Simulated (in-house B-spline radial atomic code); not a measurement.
**Pr²³⁺: starting-point dependence of G0W0 and RPA**

Question: which mean-field start gives which removal energy for Pr²³⁺, before and after G0W0?

Method: RPA, second order, AC-SOSEX and G0W0 (contour deformation) on a non-relativistic mean field, all electrons; no spin-orbit coupling, Breit or QED terms. Code: an in-house B-spline radial atomic code, version 1.

**1. Starting point**

```
element       : praseodymium (Z = 59)
charge        : +23
electrons     : 36
configuration : [Ar] 3d10 4s2 4p6
Hamiltonian   : non-relativistic, point nucleus
starts        : Hartree-Fock, PBE, LDA (VWN5), ωB97X, HSE06
```

The outer shells:

Pr23+
```
[Ar] core
3d [↑↓][↑↓][↑↓][↑↓][↑↓]
4s [↑↓]
4p [↑↓][↑↓][↑↓]
```

**2. Run with the Hartree-Fock start**

The run's settings:

```ini
Z = 59
electrons = 36.0
configuration = [Ar] 3d10 4s2 4p6
hamiltonian = nr
method = hf
lmax = 9
spin_polarised = False
box_radius = 3.69
intervals = 48
```

The run is started by

```console
$ python run_gw.py task.json out
```

The settings of every run stand in task.json; they run in order.

Further steps of the session: Run with the PBE start; Run with the LDA (VWN5) start; Run with the ωB97X start; Run with the HSE06 start.

What does the calculation give? Wanted: highest level, mean field; highest level, G0W0; RPA correlation energy; RPA+SOSEX.

The runs gave:

| quantity | value |
| --- | --- |
| highest level, mean field (range over the runs) | -800.26 to -782.44 eV |
| highest level, G0W0 (range over the runs) | -801.66 to -801.31 eV |
| RPA correlation energy | -2.978 to -2.796 hartree |
| RPA+SOSEX | -2.1007 to -1.9749 hartree |
| tabulated theoretical ionisation energy (4p shell) | 803.00 ± 4 eV (NIST Atomic Spectra Database, ionization energies) |
| G0W0 removal energy less that value | -1.69 to -1.34 eV |

In words: Across the starts the mean-field level varies by 17.8 eV and the G0W0 level by 0.35 eV (2.0 % as much). Semilocal starts leave the level too high; G0W0 lowers it by 19 eV. The RPA energy is largest in size on LDA (VWN5) and smallest on Hartree-Fock, 6.1 % apart; over the runs it loosely follows the gap of the start, as smaller excitation energies give more correlation. All G0W0 removal energies agree with the tabulated theoretical ionisation energy, 803.00 ± 4 eV, within its uncertainty. Read as a removal energy, the bare PBE level is off by -20.5 eV (-2.6 %) and the nearest bare level, Hartree-Fock's, by -2.74 eV. For so heavy an element the non-relativistic levels are a model, not the real atom's.
